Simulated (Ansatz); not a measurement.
Run this with Ansatz's Python interface and show what comes out.

`torsion_ch7nssi.py`:
```python
"""Energy of CH7NSSi as one group turns about a bond."""

import ansatz as az
from ase import Atoms

params = {
    "basis": "6-31G*",
    "xc": "PBE0",
    "force_tol": 0.02,
}

atoms = Atoms(["N", "C", "S", "Si", "H", "H", "H", "H", "H", "H", "H"], positions=[
    (-0.6684, 2.118, -0.1466),
    (-0.421, 0.7625, -0.3914),
    (0.4602, 0.1493, 1.0172),
    (1.0642, -1.8349, 0.4233),
    (-1.4668, 2.4531, -0.792),
    (-1.0595, 2.2677, 0.7953),
    (0.1978, 0.668, -1.3036),
    (-1.3092, 0.217, -0.5109),
    (-0.2684, -2.5541, 0.1824),
    (1.7413, -2.5228, 1.5363),
    (1.7954, -1.7807, -0.7895),
])

# start the scan from a relaxed geometry
first = (
    az.Crystal.molecule_from_ase(atoms).calculation()
    .basis(gaussian=params["basis"])
    .functional(params["xc"])
    .relax(force_tolerance=params["force_tol"], max_steps=80)
)
atoms.positions = first.run(threads=1).report["positions_ang"]

start = atoms.get_dihedral(1, 2, 3, 8)
energies = {}
for turn in range(0, 121, 20):
    turned = atoms.copy()
    turned.set_dihedral(1, 2, 3, 8, start + turn, indices=[3, 8, 9, 10])
    base = az.Crystal.molecule_from_ase(turned).calculation()
    base = base.basis(gaussian=params["basis"]).functional(params["xc"])
    energies[round((start + turn) % 360)] = base.run(threads=1).report["free_energy_ev"]
floor = min(energies.values())
print("dihedral C1-S2-Si3-H8 (deg)   E - E(min) (kJ/mol)")
for angle, e in sorted(energies.items()):
    print(f"{angle:8d} {96.485332 * (e - floor):14.3f}  " + "#" * int(30 * (e - floor) / max(max(energies.values()) - floor, 1e-9)))
```

```console
$ python torsion_ch7nssi.py
dihedral C1-S2-Si3-H8 (deg)   E - E(min) (kJ/mol)
       3          8.998  ##############################
      23          8.522  ############################
      43          5.719  ###################
      63          3.583  ###########
     303          0.000
     323          1.877  ######
     343          6.002  ####################
```

Caveats:
- The settings weren't tested for convergence.
- The scan is rigid and the energies are electronic, in a modest basis. With rigid groups the curve can differ much from the relaxed path, the start wasn't checked as a minimum of this torsion, and equivalent turns needn't return to the same energy.
- The whole script took 120 s on 1 thread of Arm Neoverse N1, with other jobs on the host, peak memory 0.24 GiB.
